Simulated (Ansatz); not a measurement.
# C2H8BOPSi: inversion of the pyramid at P1, part 2 of 2

Wanted: the energy profile along the inversion of the pyramid at P1, from relaxed end points and a band of images. SMILES of the start: PB1COC[SiH2]1.

Ansatz 0.2.0; RKS B3LYP-D4/STO-3G. The steps go on from the part before.

## 6. Frequencies at the highest image

The geometry is the highest inner image of the first converged band.

File input.yaml:

```yaml
crystal:
  periodic: [false, false, false]
  atoms:
    - { symbol: P, position_ang: [-0.573866, -2.462489, 0.217332] }
    - { symbol: B, position_ang: [-0.163375, -0.789114, 0.038027] }
    - { symbol: C, position_ang: [1.250652, -0.257839, -0.505766] }
    - { symbol: O, position_ang: [1.138655, 1.123284, -1.063075] }
    - { symbol: C, position_ang: [0.301934, 1.921859, -0.127786] }
    - { symbol: Si, position_ang: [-1.165676, 0.836322, 0.417185] }
    - { symbol: H, position_ang: [-1.779527, -2.95064, 0.693599] }
    - { symbol: H, position_ang: [0.232682, -3.546038, -0.095733] }
    - { symbol: H, position_ang: [1.69637, -0.861236, -1.323379] }
    - { symbol: H, position_ang: [1.998743, -0.266808, 0.327392] }
    - { symbol: H, position_ang: [0.904269, 2.243685, 0.752061] }
    - { symbol: H, position_ang: [0.026716, 2.838341, -0.683058] }
    - { symbol: H, position_ang: [-2.329259, 1.070367, -0.411391] }
    - { symbol: H, position_ang: [-1.551419, 1.071006, 1.793393] }
basis:
  gaussian: { orbitals: STO-3G }
hamiltonian:
  xc: b3lyp
  dispersion: d4
phonons: {}
```

The run is started by

```
$ ansatz run input.yaml --threads 1 --pin off --max-ram 2048MiB --backend cpu --events-out ev --progress --plain --runs-dir out
```

Output (excerpt; [...] marks lines left out):

```text
Warning: RAYON_NUM_THREADS=1 ignored (pool sized by the plan → 1); use --threads N
[...]
Functional definition: B3LYP
[...]
652 factors; integrals over basis functions are off by at most 1.7e-5 eV
[...]
mean field -21834.91273165 eV, -802.4182426526 hartree, gradient 2.3e-5 eV, S^2 0.000000; 0 other end points of the search recorded, 0 dependent functions left out
[...]
reference -21834.91294682 eV, -802.4182505600 hartree; 31, 31 occupied and 15, 15 virtual orbitals, 652 factors
[...]
652 factors; integrals over basis functions are off by at most 1.7e-5 eV
[...]
mean field -21834.91258356 eV, -802.4182372105 hartree, gradient 2.2e-6 eV, S^2 0.000000; 0 other end points of the search recorded, 0 dependent functions left out
[...]
reference -21834.91279873 eV, -802.4182451177 hartree; 31, 31 occupied and 15, 15 virtual orbitals, 652 factors
[...]
652 factors; integrals over basis functions are off by at most 1.7e-5 eV
[...]
WARN: phonons: modes at or below zero, which the zero-point energy, F, S and C_V leave out: 1, the lowest at -521.13 cm⁻¹. A minimum has none, and a first-order saddle one
[...]
Atom 6 at    -1.779527    -2.950640     0.693599 Å, force    -0.004580     0.011137     0.000099 eV/Å
Atom 7 at     0.232682    -3.546038    -0.095733 Å, force    -0.002937    -0.003551     0.000879 eV/Å
Atom 8 at     1.696370    -0.861236    -1.323379 Å, force     0.002438     0.001824     0.004921 eV/Å
Atom 9 at     1.998743    -0.266808     0.327392 Å, force    -0.003633     0.002429     0.002515 eV/Å
Atom 10 at     0.904269     2.243685     0.752061 Å, force    -0.000661    -0.000730     0.000146 eV/Å
Atom 11 at     0.026716     2.838341    -0.683058 Å, force     0.000169    -0.000694     0.000692 eV/Å
Atom 12 at    -2.329259     1.070367    -0.411391 Å, force    -0.002171    -0.000589     0.003624 eV/Å
Atom 13 at    -1.551419     1.071006     1.793393 Å, force     0.003967     0.000255    -0.000153 eV/Å
Dipole moment:    -0.262189    -0.615421     0.278246 e Å
Vibrations: -521.13 86.81 183.09 223.01 311.57 370.01 496.87 512.50 580.16 602.87 663.67 728.77 776.14 879.08 928.58 950.77 982.10 1101.80 1120.29 1163.72 1207.38 1245.42 1278.79 1336.48 1379.89 1445.21 1643.99 1663.61 2633.42 2672.20 2851.94 2917.84 3184.76 3233.15 3347.02 3380.84 cm⁻¹, [...]
```

Run time: 2.7 min. Hardware: 1 thread of Intel Xeon 6975P-C (Granite Rapids), shared host; peak memory 0.14 GiB.

Of 36 modes, 1 is imaginary by more than 30 cm⁻¹ (521i cm⁻¹).

## 7. Another band, settings changed

crystal.atoms is end A as relaxed above, and neb.final_atoms is end B, turned to lie on A. With 1 inner images the band has 3 in all.

File input.yaml:

```yaml
crystal:
  periodic: [false, false, false]
  atoms:
    - { symbol: P, position_ang: [-0.784236, -2.587731, -0.223769] }
    - { symbol: B, position_ang: [-0.241089, -0.825966, -0.09477] }
    - { symbol: C, position_ang: [1.186497, -0.301244, -0.57331] }
    - { symbol: O, position_ang: [1.17066, 1.125449, -1.013307] }
    - { symbol: C, position_ang: [0.327443, 1.888467, -0.05317] }
    - { symbol: Si, position_ang: [-1.194588, 0.822719, 0.362756] }
    - { symbol: H, position_ang: [-1.473747, -2.710637, 0.992919] }
    - { symbol: H, position_ang: [0.38904, -3.233614, 0.199631] }
    - { symbol: H, position_ang: [1.638558, -0.866089, -1.414595] }
    - { symbol: H, position_ang: [1.893773, -0.42575, 0.289582] }
    - { symbol: H, position_ang: [0.909893, 2.128839, 0.865183] }
    - { symbol: H, position_ang: [0.102021, 2.849087, -0.553411] }
    - { symbol: H, position_ang: [-2.31564, 1.144325, -0.494255] }
    - { symbol: H, position_ang: [-1.621685, 0.962845, 1.739315] }
basis:
  gaussian: { orbitals: STO-3G }
hamiltonian:
  xc: b3lyp
  dispersion: d4
neb:
  order_check: false
  images: 1
  f_tol: 0.05
  max_iterations: 60
  initial_path: idpp
  climbing: true
  final_atoms:
    - { symbol: P, position_ang: [-0.42624933, -2.5857187, 0.65984942] }
    - { symbol: B, position_ang: [-0.1400466, -0.83219694, 0.14593214] }
    - { symbol: C, position_ang: [1.23716268, -0.29991179, -0.45820813] }
    - { symbol: O, position_ang: [1.12984483, 1.06518674, -1.0508416] }
    - { symbol: C, position_ang: [0.29379048, 1.89364642, -0.14069909] }
    - { symbol: Si, position_ang: [-1.15248008, 0.81465734, 0.46703909] }
    - { symbol: H, position_ang: [-1.77452176, -2.71645892, 0.29106439] }
    - { symbol: H, position_ang: [0.10039929, -3.2525064, -0.45835339] }
    - { symbol: H, position_ang: [1.67608166, -0.93276452, -1.25708771] }
    - { symbol: H, position_ang: [1.99025771, -0.29856471, 0.37427848] }
    - { symbol: H, position_ang: [0.90327576, 2.26013778, 0.71621335] }
    - { symbol: H, position_ang: [0.00072553, 2.78148823, -0.73180555] }
    - { symbol: H, position_ang: [-2.32350564, 0.98315936, -0.36646443] }
    - { symbol: H, position_ang: [-1.52783454, 1.0905461, 1.83788204] }
```

The run is started by

```
$ ansatz run input.yaml --threads 1 --pin off --max-ram 2048MiB --backend cpu --events-out ev --progress --plain --runs-dir out
```

Output (excerpt; [...] marks lines left out):

```text
Warning: RAYON_NUM_THREADS=1 ignored (pool sized by the plan → 1); use --threads N
[...]
[... 1 set-up line as earlier in the session ...]
[...]
657 factors; integrals over basis functions are off by at most 2.5e-5 eV
[...]
mean field -21835.45261873 eV, -802.4380831371 hartree, gradient 2.0e-5 eV, S^2 0.000000; 0 other end points of the search recorded, 0 dependent functions left out
[...]
reference -21835.45283291 eV, -802.4380910078 hartree; 31, 31 occupied and 15, 15 virtual orbitals, 657 factors
657 factors; integrals over basis functions are off by at most 2.2e-5 eV
[...]
mean field -21835.44652417 eV, -802.4378591661 hartree, gradient 2.4e-5 eV, S^2 0.000000; 0 other end points of the search recorded, 0 dependent functions left out
[...]
reference -21835.44673891 eV, -802.4378670576 hartree; 31, 31 occupied and 15, 15 virtual orbitals, 657 factors
[...]
Atom 4 at     0.303862     1.920550    -0.124154 Å, force    -0.001567     0.020888    -0.010046 eV/Å
Atom 5 at    -1.162222     0.837138     0.429183 Å, force     0.033074    -0.020848    -0.001227 eV/Å
Atom 6 at    -1.794393    -2.947778     0.660293 Å, force     0.011304     0.010892     0.024494 eV/Å
Atom 7 at     0.219448    -3.546286    -0.123576 Å, force     0.000168    -0.000065     0.016740 eV/Å
Atom 8 at     1.702403    -0.864840    -1.312334 Å, force    -0.002259     0.004750     0.009646 eV/Å
Atom 9 at     2.004091    -0.265285     0.337330 Å, force     0.004241     0.006347    -0.002669 eV/Å
Atom 10 at     0.907193     2.248955     0.752562 Å, force    -0.001771    -0.003948     0.001046 eV/Å
Atom 11 at     0.024527     2.833385    -0.683407 Å, force     0.008653     0.001455    -0.001909 eV/Å
Atom 12 at    -2.328088     1.066895    -0.397481 Å, force    -0.000444     0.000239     0.006208 eV/Å
Atom 13 at    -1.543823     1.076353     1.805867 Å, force     0.004337    -0.000945    -0.003555 eV/Å
Dipole moment:    -0.263668    -0.613371     0.276837 e Å
this run last wrote the band of iteration 5 to <dir>
```

It took 22 s on 1 thread of Intel Xeon 6975P-C (Granite Rapids), shared host; peak memory 0.14 GiB.

## 8. Images and barrier

Images 0 and 2 are the ends. Energies count from image 0; the path length is the program's own measure over all atoms.

| image | path (Å) | energy (eV) | sum of angles at P1 (°) | band force (eV/Å) |
| --- | --- | --- | --- | --- |
| 0 | 0.000 | 0.0000 | 295.8 | - |
| 1* | 0.963 | 0.5383 | 360.0 | 0.043 |
| 2 | 1.804 | 0.0065 | 295.4 | - |

The star marks the climbing image.

image, energy (eV) and a bar:
```
        0      0.000 
        1      0.538 ##############################
        2      0.006
```

## 9. Another band, settings changed

crystal.atoms is end A as relaxed above, and neb.final_atoms is end B, turned to lie on A. With 4 inner images the band has 6 in all.

input.yaml: that of step 7 with these lines changed.

```diff
@@ -24,3 +24,3 @@
   order_check: false
-  images: 1
+  images: 4
   f_tol: 0.05
@@ -28,3 +28,3 @@
   initial_path: idpp
-  climbing: true
+  climbing: false
   final_atoms:
```

The run is started by

```
$ ansatz run input.yaml --threads 1 --pin off --max-ram 2048MiB --backend cpu --events-out ev --progress --plain --runs-dir out
```

Output (excerpt; [...] marks lines left out):

```text
Warning: RAYON_NUM_THREADS=1 ignored (pool sized by the plan → 1); use --threads N
[...]
[... 1 set-up line as earlier in the session ...]
[...]
657 factors; integrals over basis functions are off by at most 2.5e-5 eV
[...]
mean field -21835.45261873 eV, -802.4380831371 hartree, gradient 2.0e-5 eV, S^2 0.000000; 0 other end points of the search recorded, 0 dependent functions left out
[...]
reference -21835.45283291 eV, -802.4380910078 hartree; 31, 31 occupied and 15, 15 virtual orbitals, 657 factors
657 factors; integrals over basis functions are off by at most 2.2e-5 eV
[...]
mean field -21835.44652417 eV, -802.4378591661 hartree, gradient 2.4e-5 eV, S^2 0.000000; 0 other end points of the search recorded, 0 dependent functions left out
[...]
reference -21835.44673891 eV, -802.4378670576 hartree; 31, 31 occupied and 15, 15 virtual orbitals, 657 factors
[...]
Atom 4 at     0.301572     1.921454    -0.129308 Å, force    -0.001686    -0.002403    -0.010456 eV/Å
Atom 5 at    -1.168945     0.835393     0.406600 Å, force    -0.009346    -0.010418    -0.020627 eV/Å
Atom 6 at    -1.785382    -2.943050     0.657506 Å, force    -0.073226     0.028190    -0.232820 eV/Å
Atom 7 at     0.222294    -3.536122    -0.119078 Å, force    -0.090672     0.021481    -0.210787 eV/Å
Atom 8 at     1.696752    -0.858699    -1.334122 Å, force     0.007490     0.005868    -0.013499 eV/Å
Atom 9 at     1.984451    -0.274472     0.322534 Å, force    -0.022909    -0.006653    -0.005926 eV/Å
Atom 10 at     0.902747     2.239421     0.752831 Å, force    -0.003872    -0.006266    -0.001612 eV/Å
Atom 11 at     0.028242     2.840349    -0.681480 Å, force     0.000333     0.000714     0.000927 eV/Å
Atom 12 at    -2.332614     1.079444    -0.417987 Å, force    -0.013165     0.012752    -0.003783 eV/Å
Atom 13 at    -1.551459     1.058690     1.786091 Å, force     0.006317    -0.014154    -0.011234 eV/Å
Dipole moment:    -0.269268    -0.586129     0.238222 e Å
this run last wrote the band of iteration 5 to <dir>
```

Wall time 61 s (1 thread of Intel Xeon 6975P-C (Granite Rapids), shared host); peak memory 0.14 GiB.

## 10. Images and barrier

The 4 inner images lie between the fixed ends 0 and 5. Energy is taken from image 0, and the path length is the program's own coordinate along the band.

| image | path (Å) | energy (eV) | sum of angles at P1 (°) | band force (eV/Å) |
| --- | --- | --- | --- | --- |
| 0 | 0.000 | 0.0000 | 295.8 | - |
| 1 | 0.433 | 0.0266 | 305.7 | 0.020 |
| 2 | 0.867 | 0.3749 | 348.0 | 0.030 |
| 3 | 1.300 | 0.4769 | 355.2 | 0.021 |
| 4 | 1.734 | 0.0762 | 314.6 | 0.013 |
| 5 | 2.167 | 0.0065 | 295.4 | - |

image, energy (eV) and a bar:
```
        0      0.000 
        1      0.027 ##
        2      0.375 ########################
        3      0.477 ##############################
        4      0.076 #####
        5      0.006
```

## 11. What came out

What follows sums up all 2 parts.

| quantity | value |
| --- | --- |
| end A | 8 moves, 1.061 eV lower |
| end B | 9 moves, 1.296 eV lower |
| first band: barrier forwards | 0.54 eV |
| first band: barrier backwards | 0.53 eV |
| first band: second end relative to first | +0.006 eV |
| first band: highest image | 5 of 0 to 10, climbing |
| first band: band iterations | 5 |
| imaginary modes at the top | 521i cm⁻¹ |
| second band | top 0.538 eV above image 0, 5 iterations, 1 inner image |
| time, first and second band | 1.8 min and 22 s |
| third band | top 0.477 eV above image 0, 5 iterations, 4 inner images, none climbing |
| time, first and third band | 1.8 min and 61 s |

**Reading.** In the first band: along this path the system climbs 0.54 eV from the first end (21 kT at 300 K), which at an assumed attempt frequency of 10^13 s⁻¹ means a rate near 10^4 s⁻¹. The ends differ by 7 meV at most. One imaginary mode, as a first-order saddle point has. The second band's top agrees with the first's to 1 meV, so the changed settings hardly move the height. The third band's top lies 61 meV below the first's, as a band that doesn't climb stops under the top. Zero-point energy and entropy are left out. The basis is very small, so the numbers are rough.
